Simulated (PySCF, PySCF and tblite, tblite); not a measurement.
**C2H7BOP2: a path driven as pyramidal inversion, and NMR exchange**

How fast is pyramidal inversion in C2H7BOP2 (`O=CCB(P)P`), and when do the exchanging lines merge?

Computed with tblite 0.8.0 (tight binding) and PySCF 2.14.0 (DFT, with response routines of our own); each step states its level. Atoms count from 0 throughout.

## (1) The starting structure

13 atoms, charge 0, multiplicity 1; geometry from: force field or distance geometry start.

Bonds of the start (Å): B3–P4 1.94, B3–P5 1.92, C1–C2 1.50, C1–H6 1.08, C2–B3 1.59, C2–H7 1.11, C2–H8 1.11, O0–C1 1.23, P4–H10 1.45, P4–H9 1.45, P5–H11 1.45, P5–H12 1.46.

## (2) GFN2-xTB relaxation, start minimum

Job settings and geometry (Å):

```
{"job": {"xc": "GFN2-xTB", "basis": "xTB", "kind": "relax"}, "charge": 0, "multiplicity": 1}
O     -1.910800    -0.181800     1.680700
C     -2.027600     0.016500     0.470100
C     -1.089800    -0.674100    -0.477400
B      0.377700    -0.081200    -0.359800
P      1.819000    -1.245900     0.225700
P      0.725600     1.756200    -0.810100
H     -2.796800     0.677500     0.103800
H     -1.448700    -0.500500    -1.514900
H     -1.092700    -1.765800    -0.278400
H      1.336000    -1.316600     1.591900
H      2.751400    -0.164100     0.473900
H      1.924800     1.442700    -1.566300
H      1.427600     2.037500     0.443200
```

On the command line:

```console
> OMP_NUM_THREADS=1 python ens_run.py task.json out
```

The driver reads the study from task.json and runs its stages one after another.

The log of the run:

```text
step      E/eV     max force
  0    -492.66090    3.138
  1    -492.76303    3.383
  2    -492.86764    0.560
  3    -492.89413    0.401
  4    -492.90901    0.412
  5    -492.92286    0.349
  6    -492.93337    0.227
  7    -492.93765    0.122
  8    -492.94000    0.116
  9    -492.94234    0.121
 10    -492.94512    0.165
 11    -492.94830    0.173
 12    -492.95224    0.171
 13    -492.95763    0.218
 14    -492.96495    0.256
 15    -492.97427    0.295
 16    -492.98460    0.342
 17    -492.99383    0.250
 18    -493.00151    0.245
 19    -493.00911    0.251
 20    -493.01681    0.261
 21    -493.02506    0.231
 22    -493.03309    0.338
 23    -493.03750    0.321
 24    -493.04347    0.221
 25    -493.04636    0.126
 26    -493.04810    0.111
 27    -493.04967    0.133
 28    -493.05163    0.156
 29    -493.05402    0.156
 30    -493.05682    0.134
 31    -493.05963    0.147
 32    -493.06258    0.143
 33    -493.06530    0.138
 34    -493.06726    0.129
 35    -493.06866    0.110
 36    -493.07010    0.119
 37    -493.07192    0.183
 38    -493.07446    0.126
 39    -493.07790    0.115
 40    -493.07931    0.142
 41    -493.08082    0.137
 42    -493.08267    0.107
 43    -493.08430    0.094
 44    -493.08552    0.087
 45    -493.08665    0.094
 46    -493.08835    0.112
 47    -493.09054    0.147
 48    -493.09238    0.142
 49    -493.09384    0.100
 50    -493.09564    0.123
 51    -493.09809    0.163
 52    -493.10237    0.211
 53    -493.10895    0.321
 54    -493.11588    0.296
 55    -493.12235    0.331
 56    -493.12517    0.440
 57    -493.13406    0.271
 58    -493.13822    0.172
 59    -493.14492    0.145
 60    -493.15374    0.284
 61    -493.16342    0.322
 62    -493.17477    0.319
 63    -493.18224    0.191
 64    -493.14596    0.985
 65    -493.18875    0.188
 66    -493.19132    0.185
 67    -493.19926    0.264
 68    -493.20246    0.166
 69    -493.20648    0.106
 70    -493.20833    0.125
 71    -493.21055    0.145
 72    -493.21297    0.141
 73    -493.21630    0.172
 74    -493.21887    0.092
 75    -493.21992    0.060
 76    -493.22030    0.051
 77    -493.22069    0.057
 78    -493.22117    0.084
 79    -493.22184    0.090
 80    -493.22291    0.084
 81    -493.22359    0.083
 82    -493.22445    0.077
 83    -493.22518    0.062
 84    -493.22568    0.049
 85    -493.22597    0.037
 86    -493.22619    0.032
 87    -493.22635    0.022
 88    -493.22645    0.016
 89    -493.22650    0.016
 90    -493.22654    0.016
 91    -493.22658    0.014
 92    -493.22662    0.012
 93    -493.22666    0.010
 94    -493.22669    0.017
 95    -493.22671    0.017
 96    -493.22674    0.015
 97    -493.22676    0.013
 98    -493.22679    0.014
 99    -493.22682    0.016
100    -493.22685    0.013
101    -493.22687    0.010
102    -493.22689    0.009
103    -493.22690    0.011
104    -493.22692    0.010
105    -493.22694    0.013
106    -493.22696    0.015
107    -493.22697    0.014
108    -493.22699    0.013
109    -493.22701    0.011
110    -493.22703    0.012
111    -493.22704    0.009
112    -493.22705    0.007
113    -493.22706    0.006
114    -493.22707    0.010
115    -493.22709    0.018
116    -493.22713    0.028
117    -493.22719    0.036
118    -493.22730    0.038
119    -493.22742    0.035
120    -493.22754    0.028
121    -493.22762    0.021
122    -493.22772    0.020
123    -493.22780    0.017
124    -493.22785    0.030
125    -493.22788    0.020
126    -493.22790    0.011
127    -493.22792    0.009
128    -493.22794    0.011
129    -493.22798    0.012
130    -493.22803    0.017
131    -493.22808    0.022
132    -493.22813    0.025
133    -493.22824    0.029
134    -493.22841    0.045
135    -493.22866    0.055
136    -493.22897    0.068
137    -493.22920    0.074
138    -493.22940    0.181
139    -493.22980    0.071
140    -493.23019    0.047
141    -493.23052    0.045
142    -493.23090    0.040
143    -493.23107    0.039
144    -493.23125    0.030
145    -493.23133    0.060
146    -493.23154    0.046
147    -493.23170    0.045
148    -493.23200    0.049
149    -493.23214    0.031
150    -493.23247    0.051
151    -493.23284    0.064
152    -493.23303    0.134
153    -493.23369    0.052
154    -493.23440    0.062
155    -493.23481    0.307
156    -493.23584    0.094
157    -493.23659    0.088
158    -493.23084    0.978
159    -493.23862    0.060
160    -493.23967    0.054
161    -493.23316    0.872
162    -493.24155    0.052
163    -493.24260    0.054
164    -493.23377    0.866
165    -493.24422    0.046
166    -493.24518    0.049
167    -493.24211    0.578
168    -493.24719    0.048
169    -493.24813    0.059
170    -493.24859    0.334
171    -493.25054    0.071
172    -493.25139    0.059
173    -493.25335    0.129
174    -493.25409    0.048
175    -493.25441    0.055
176    -493.25462    0.044
177    -493.25476    0.036
178    -493.25496    0.046
179    -493.25505    0.056
180    -493.25519    0.054
181    -493.25528    0.042
182    -493.25535    0.028
183    -493.25541    0.023
184    -493.25549    0.025
185    -493.25556    0.018
186    -493.25560    0.014
187    -493.25563    0.013
188    -493.25566    0.017
189    -493.25572    0.021
190    -493.25576    0.017
191    -493.25578    0.011
192    -493.25579    0.009
193    -493.25579    0.009
194    -493.25581    0.008
195    -493.25581    0.007
196    -493.25582    0.007
197    -493.25582    0.005
198    -493.25583    0.005
199    -493.25583    0.004
200    -493.25583    0.004
201    -493.25584    0.003
202    -493.25584    0.004
203    -493.25584    0.003
204    -493.25584    0.002
```

Wall time 1.7 s (1 thread of Arm Neoverse N1, shared host).

Relaxing gained 0.595 eV and moved the atoms by 0.92 Å on average (rms).

## (3) Relaxed scan, inversion

Job settings and geometry (Å):

```
{"job": {"xc": "GFN2-xTB", "basis": "xTB", "coordinate": [["t", [10, 3, 9, 4], 0.3333333333333333], ["t", [3, 9, 10, 4], 0.3333333333333333], ["t", [9, 10, 3, 4], 0.3333333333333333]], "kind": "drive"}, "charge": 0, "multiplicity": 1}
O     -1.434715    -1.019011     1.765248
C     -1.656260    -0.266308     0.854689
C     -1.057853    -0.375043    -0.509568
B      0.509613    -0.047418    -0.434154
P      1.617382    -1.231325     0.499658
P      1.213682     1.239282    -1.617019
H     -2.313434     0.612865     0.998783
H     -1.599096     0.254297    -1.216284
H     -1.140797    -1.420473    -0.820139
H      0.859807    -1.444967     1.627095
H      2.522381    -0.357504     1.072970
H      2.186355     1.808792    -0.816418
H      0.288546     2.247302    -1.422588
```

The log of the run:

```text
point  coordinate     E/eV
  0    -37.000     -493.17681
  1    -25.100     -493.02756
  2    -12.500     -492.96948
  3     -0.000     -492.93789
  4     12.600     -492.97683
  5     25.000     -493.07941
  6     36.900     -493.21982
  7     47.200     -493.29630
```

It took 2.8 s on 1 thread of Arm Neoverse N1, shared host.

The highest point is number 3, 5.5 kcal/mol above the first.

## (4) Nudged elastic band, leg 1

Changed since step 3:

```diff
@@ -1,2 +1,2 @@
-{"job": {"xc": "GFN2-xTB", "basis": "xTB", "coordinate": [["t", [10, 3, 9, 4], 0.3333333333333333], ["t", [3, 9, 10, 4], 0.3333333333333333], ["t", [9, 10, 3, 4], 0.3333333333333333]], "kind": "drive"}, "charge": 0, "multiplicity": 1}
+{"job": {"xc": "GFN2-xTB", "basis": "xTB", "kind": "neb"}, "charge": 0, "multiplicity": 1}
 O     -1.434715    -1.019011     1.765248
```

The log of the run:

```text
image   E - E0 / eV
  0       0.0000
  1       0.0050
  2      -0.0003
  3      -0.0104
  4       0.3101
  5      -0.0331
  6      -0.0562
```

It took 8.6 s on 1 thread of Arm Neoverse N1, shared host; peak memory 0.19 GiB.

The run did not converge, so its numbers are no properties of the molecule.

## (5) Saddle search, leg 1

Job settings and geometry (Å):

```
{"job": {"xc": "GFN2-xTB", "basis": "xTB", "kind": "saddle"}, "charge": 0, "multiplicity": 1}
O     -1.130759    -1.162950     1.670856
C     -1.773313    -0.649256     0.791496
C     -1.168464    -0.004679    -0.405827
B      0.424638     0.099707    -0.319394
P      1.363574    -0.618837     1.000555
P      1.387672     0.859533    -1.800134
H     -2.878047    -0.635002     0.843588
H     -1.650982     0.966370    -0.555916
H     -1.474369    -0.597639    -1.275086
H      1.146366    -1.343426     2.122379
H      2.721589    -0.427098     0.938111
H      2.388789     1.492095    -1.078914
H      0.643306     2.021182    -1.931714
```

The log of the run:

```text
step      E/eV     max force
  0    -492.93789   0.0197
  1    -492.93969   0.0858
  2    -492.93902   0.0220
  3    -492.93973   0.0183
  4    -492.94023   0.0505
  5    -492.94001   0.0065
  6    -492.94029   0.0071
  7    -492.94045   0.0249
  8    -492.94038   0.0041
lowest wavenumbers (cm-1): -435.5 45.8 107.4 121.4 152.8 192.9
```

It took 5.2 s on 1 thread of Arm Neoverse N1, shared host; peak memory 0.19 GiB.

Point group C1; 1 imaginary mode, 436i cm⁻¹, carried by H9, H10, P4, B3. It was not shown to link both ends.

## (6) Saddle search, leg 1

Job settings and geometry (Å):

```
{"job": {"xc": "GFN2-xTB", "basis": "xTB", "kind": "saddle"}, "charge": 0, "multiplicity": 1}
O     -1.124764    -1.225866     1.643584
C     -1.766632    -0.712071     0.772494
C     -1.172344     0.018202    -0.385036
B      0.425854     0.070221    -0.337843
P      1.357570    -0.466775     1.075819
P      1.374273     0.805126    -1.845413
H     -2.873518    -0.753455     0.796296
H     -1.628459     1.014862    -0.412951
H     -1.526308    -0.466953    -1.301184
H      1.125533    -1.203142     2.189635
H      2.718189    -0.471182     0.902801
H      2.418547     1.393543    -1.147416
H      0.672058     1.997489    -1.950786
```

The log of the run:

```text
step      E/eV     max force
  0    -492.94574   0.4774
  1    -492.94114   0.1637
  2    -492.93733   0.1743
  3    -492.93673   0.2324
  4    -492.93845   0.1880
  5    -492.94021   0.0335
  6    -492.94048   0.0206
  7    -492.94050   0.0024
lowest wavenumbers (cm-1): -434.6 44.2 106.9 121.9 153.1 193.2
```

It took 4.6 s on 1 thread of Arm Neoverse N1, shared host; peak memory 0.19 GiB.

Point group C1; 1 imaginary mode, 435i cm⁻¹, carried by H9, H10, P4, B3. It was not shown to link both ends.

## (7) DFT refinement, start: PBE0-D3(BJ)/def2-SVP

Job settings and geometry (Å):

```
{"job": {"xc": "PBE0", "basis": "def2-SVP", "kind": "refine"}, "charge": 0, "multiplicity": 1}
O     -1.434715    -1.019011     1.765248
C     -1.656260    -0.266308     0.854689
C     -1.057853    -0.375043    -0.509568
B      0.509613    -0.047418    -0.434154
P      1.617382    -1.231325     0.499658
P      1.213682     1.239282    -1.617019
H     -2.313434     0.612865     0.998783
H     -1.599096     0.254297    -1.216284
H     -1.140797    -1.420473    -0.820139
H      0.859807    -1.444967     1.627095
H      2.522381    -0.357504     1.072970
H      2.186355     1.808792    -0.816418
H      0.288546     2.247302    -1.422588
```

The log of the run:

```text
step      E/eV     max force
  0    -23466.57858   1.0974
  1    -23466.69078   0.3472
  2    -23466.70355   0.1355
  3    -23466.70663   0.1471
  4    -23466.70398   0.3622
  5    -23466.70822   0.1877
  6    -23466.70917   0.0496
  7    -23466.71003   0.0930
  8    -23466.71084   0.1104
  9    -23466.71161   0.0937
 10    -23466.71225   0.0814
 11    -23466.71184   0.2087
 12    -23466.71176   0.2225
 13    -23466.71266   0.0217
 14    -23466.71275   0.0203
 15    -23466.71279   0.0144
```

Run time: 4 min. Hardware: 1 thread of Arm Neoverse N1, shared host; peak memory 0.57 GiB.

Gain 0.134 eV; displacement 0.32 Å root mean square.

**DFT refinement, saddle of leg 1: PBE0-D3(BJ)/def2-SVP**

Job settings and geometry (Å):

```
{"job": {"xc": "PBE0", "basis": "def2-SVP", "kind": "refine"}, "charge": 0, "multiplicity": 1}
O     -1.131165    -1.137948     1.682329
C     -1.777792    -0.630271     0.802280
C     -1.178986    -0.031568    -0.421242
B      0.412351     0.105930    -0.329854
P      1.361952    -0.617485     0.979664
P      1.357280     0.900890    -1.804630
H     -2.880962    -0.592016     0.872115
H     -1.688906     0.911855    -0.638151
H     -1.452725    -0.690066    -1.254172
H      1.152080    -1.334765     2.107558
H      2.717846    -0.414639     0.916295
H      2.426457     1.418010    -1.087950
H      0.682569     2.112074    -1.824243
```

The log of the run:

```text
step      E/eV     max force
  0    -23466.24725   1.1871
  1    -23466.39840   0.5808
  2    -23466.43405   0.3071
  3    -23466.44275   0.1126
  4    -23466.44324   0.0998
  5    -23466.44247   0.2367
  6    -23466.44420   0.0180
  7    -23466.44446   0.0668
  8    -23466.44450   0.0150
  9    -23466.44473   0.0220
 10    -23466.44487   0.0243
 11    -23466.44488   0.0323
 12    -23466.44485   0.0453
 13    -23466.44485   0.0262
 14    -23466.44488   0.0293
 15    -23466.44496   0.0091
```

It took 3.9 min on 1 thread of Arm Neoverse N1, shared host; peak memory 0.6 GiB.

Gain 0.198 eV; displacement 0.18 Å root mean square.

DFT refinement, end: PBE0-D3(BJ)/def2-SVP:

Job settings and geometry (Å):

```
{"job": {"xc": "PBE0", "basis": "def2-SVP", "kind": "refine"}, "charge": 0, "multiplicity": 1}
O     -1.173061    -0.656386     1.893982
C     -1.748487    -0.365153     0.880503
C     -1.085387    -0.216525    -0.453120
B      0.470414     0.082872    -0.301116
P      1.348250    -0.464987     1.253772
P      1.382685     1.053132    -1.634589
H     -2.840163    -0.188175     0.888793
H     -1.641899     0.495732    -1.068035
H     -1.206961    -1.188108    -0.947795
H      1.074338    -1.813575     1.305357
H      2.633706    -0.599910     0.734576
H      2.274804     1.728436    -0.822648
H      0.513013     2.118806    -1.781786
```

The log of the run:

```text
step      E/eV     max force
  0    -23466.53949   1.0187
  1    -23466.68377   0.4037
  2    -23466.72418   0.1784
  3    -23466.73572   0.2019
  4    -23466.73742   0.1463
  5    -23466.73810   0.0460
  6    -23466.73820   0.0827
  7    -23466.73834   0.0304
  8    -23466.73835   0.0105
```

Run time: 2.2 min. Hardware: 1 thread of Arm Neoverse N1, shared host; peak memory 0.6 GiB.

The energy fell by 0.199 eV, and the atoms moved 0.14 Å (root mean square).

## (8) Shieldings, start: BP86/pcSseg-1 in chloroform

Job settings and geometry (Å):

```
{"job": {"kind": "nmr", "xc": "BP86", "basis": "pcSseg-1", "solvent": "chloroform", "pop": false}, "charge": 0, "multiplicity": 1}
O     -1.645793    -0.658152     1.807804
C     -1.635752    -0.044378     0.775268
C     -1.015297    -0.544158    -0.505422
B      0.519733    -0.124488    -0.465350
P      1.739423    -1.334404     0.332946
P      1.093997     1.382474    -1.460986
H     -2.075279     0.985309     0.716307
H     -1.539222    -0.100167    -1.366724
H     -1.114325    -1.641003    -0.522463
H      0.940761    -1.706100     1.450366
H      2.630345    -0.448160     0.998242
H      2.071230     1.955601    -0.602772
H      0.025792     2.278112    -1.174943
```

The log of the run:

```text
coarse grid: 11936 points
cycle   1  E = -863.0302399366  dE =  4.772e-01  |g| = 8.232e-01  |ddm| = 3.293e+00
cycle   2  E = -861.9599692518  dE =  1.070e+00  |g| = 2.248e+00  |ddm| = 2.981e+00
cycle   3  E = -863.1155527633  dE = -1.156e+00  |g| = 4.162e-01  |ddm| = 2.702e+00
cycle   4  E = -863.1579155914  dE = -4.236e-02  |g| = 1.645e-01  |ddm| = 5.946e-01
cycle   5  E = -863.1651356926  dE = -7.220e-03  |g| = 6.268e-02  |ddm| = 2.719e-01
cycle   6  E = -863.1663909802  dE = -1.255e-03  |g| = 1.482e-02  |ddm| = 1.065e-01
cycle   7  E = -863.1664386834  dE = -4.770e-05  |g| = 4.696e-03  |ddm| = 1.578e-02
cycle   8  E = -863.1664443451  dE = -5.662e-06  |g| = 1.107e-03  |ddm| = 6.198e-03
final grid: 106288 points
cycle   9  E = -863.2283820825  dE = -2.277e-05  |g| = 1.003e-02  |ddm| = 3.733e-02
cycle  10  E = -863.2282423069  dE =  1.398e-04  |g| = 2.762e-02  |ddm| = 2.892e-02
cycle  11  E = -863.2284024503  dE = -1.601e-04  |g| = 1.865e-03  |ddm| = 2.116e-02
cycle  12  E = -863.2284032061  dE = -7.558e-07  |g| = 5.223e-04  |ddm| = 2.119e-03
cycle  13  E = -863.2284032938  dE = -8.764e-08  |g| = 1.443e-04  |ddm| = 8.399e-04
cycle  14  E = -863.2284033004  dE = -6.633e-09  |g| = 2.454e-05  |ddm| = 2.123e-04
cycle  15  E = -863.2284033006  dE = -1.546e-10  |g| = 9.062e-06  |ddm| = 3.611e-05
converged SCF energy = -863.2284033006

GIAO shielding tensors (ppm)
atom      isotropic    diamagn.    paramagn.     s11        s22        s33       span
  0 O     -337.496     401.120    -738.616   -932.288   -400.929    320.729   1253.017
  1 C      -20.684     251.300    -271.984   -105.788    -42.330     86.066    191.854
  2 C      119.679     254.800    -135.121     62.114    124.520    172.402    110.289
  3 B        3.147     198.428    -195.281    -93.752    -18.598    121.792    215.543
  4 P      464.431     968.535    -504.105    365.748    463.763    563.780    198.032
  5 P      452.417     968.167    -515.750    362.076    433.993    561.182    199.106
  6 H       21.399      29.180      -7.781     19.267     20.100     24.830      5.563
  7 H       27.300      31.394      -4.093     25.335     26.798     29.768      4.433
  8 H       28.000      31.499      -3.499     24.700     27.596     31.704      7.003
  9 H       27.535      30.393      -2.858     23.177     26.225     33.205     10.028
 10 H       27.907      29.972      -2.066     23.125     26.462     34.132     11.007
 11 H       27.550      29.707      -2.157     22.875     26.227     33.548     10.673
 12 H       27.572      29.961      -2.389     23.625     25.895     33.197      9.572
```

Wall time 20 s (1 thread of Arm Neoverse N1, shared host); peak memory 0.64 GiB.

Key values: HOMO -6.09 eV, LUMO -2.84 eV; dipole 2.36 D.

## (9) Shieldings, saddle of leg 1: BP86/pcSseg-1 in chloroform

Job settings and geometry (Å):

```
{"job": {"kind": "nmr", "xc": "BP86", "basis": "pcSseg-1", "solvent": "chloroform", "pop": false}, "charge": 0, "multiplicity": 1}
O     -1.304494    -1.255690     1.708359
C     -1.855350    -0.731107     0.776117
C     -1.161468    -0.011185    -0.340840
B      0.418250     0.106236    -0.307174
P      1.471075    -0.548415     0.997362
P      1.287319     0.840772    -1.865501
H     -2.973397    -0.762300     0.699257
H     -1.610128     0.999780    -0.411119
H     -1.484426    -0.484511    -1.289193
H      1.137514    -1.224142     2.175816
H      2.854617    -0.309976     0.949393
H      2.529718     1.243479    -1.292854
H      0.690767     2.137059    -1.799623
```

The log of the run:

```text
coarse grid: 11936 points
cycle   1  E = -863.0104805776  dE =  5.546e-01  |g| = 8.348e-01  |ddm| = 3.328e+00
cycle   2  E = -862.2412008325  dE =  7.693e-01  |g| = 2.030e+00  |ddm| = 3.272e+00
cycle   3  E = -863.1354074838  dE = -8.942e-01  |g| = 2.852e-01  |ddm| = 2.777e+00
cycle   4  E = -863.1497080885  dE = -1.430e-02  |g| = 1.442e-01  |ddm| = 4.054e-01
cycle   5  E = -863.1552168517  dE = -5.509e-03  |g| = 4.949e-02  |ddm| = 2.018e-01
cycle   6  E = -863.1559932385  dE = -7.764e-04  |g| = 1.003e-02  |ddm| = 6.809e-02
cycle   7  E = -863.1560168217  dE = -2.358e-05  |g| = 3.400e-03  |ddm| = 1.414e-02
cycle   8  E = -863.1560201454  dE = -3.324e-06  |g| = 5.096e-04  |ddm| = 4.606e-03
final grid: 106288 points
cycle   9  E = -863.2176107232  dE = -2.231e-05  |g| = 8.365e-03  |ddm| = 2.915e-02
cycle  10  E = -863.2175225592  dE =  8.816e-05  |g| = 2.220e-02  |ddm| = 2.459e-02
cycle  11  E = -863.2176244821  dE = -1.019e-04  |g| = 1.663e-03  |ddm| = 1.852e-02
cycle  12  E = -863.2176250479  dE = -5.658e-07  |g| = 4.509e-04  |ddm| = 1.870e-03
cycle  13  E = -863.2176251055  dE = -5.763e-08  |g| = 1.840e-04  |ddm| = 7.956e-04
cycle  14  E = -863.2176251115  dE = -6.016e-09  |g| = 3.011e-05  |ddm| = 2.671e-04
cycle  15  E = -863.2176251118  dE = -2.437e-10  |g| = 7.946e-06  |ddm| = 3.921e-05
converged SCF energy = -863.2176251118

GIAO shielding tensors (ppm)
atom      isotropic    diamagn.    paramagn.     s11        s22        s33       span
  0 O     -313.577     405.851    -719.428   -857.378   -407.387    324.034   1181.412
  1 C      -27.546     246.580    -274.126   -116.200    -50.114     83.676    199.877
  2 C      135.162     257.374    -122.212     92.698    138.355    174.433     81.735
  3 B       41.353     196.403    -155.050    -16.224     11.168    129.116    145.340
  4 P      409.398     971.257    -561.859    294.192    376.548    557.453    263.262
  5 P      503.717     967.486    -463.768    454.096    489.159    567.897    113.801
  6 H       21.155      25.917      -4.763     18.366     19.852     25.246      6.880
  7 H       28.386      31.403      -3.017     25.585     27.726     31.847      6.263
  8 H       28.327      30.798      -2.471     25.302     27.930     31.749      6.448
  9 H       24.798      29.975      -5.178     18.430     22.547     33.416     14.987
 10 H       26.683      30.130      -3.447     21.464     25.308     33.277     11.813
 11 H       28.693      29.713      -1.020     23.920     27.903     34.255     10.335
 12 H       28.614      29.273      -0.659     24.046     26.522     35.273     11.227
```

It took 19 s on 1 thread of Arm Neoverse N1, shared host; peak memory 0.7 GiB.

Key values: HOMO -5.61 eV, LUMO -1.98 eV; dipole 1.50 D.

(Part 1 of 2 ends here.)
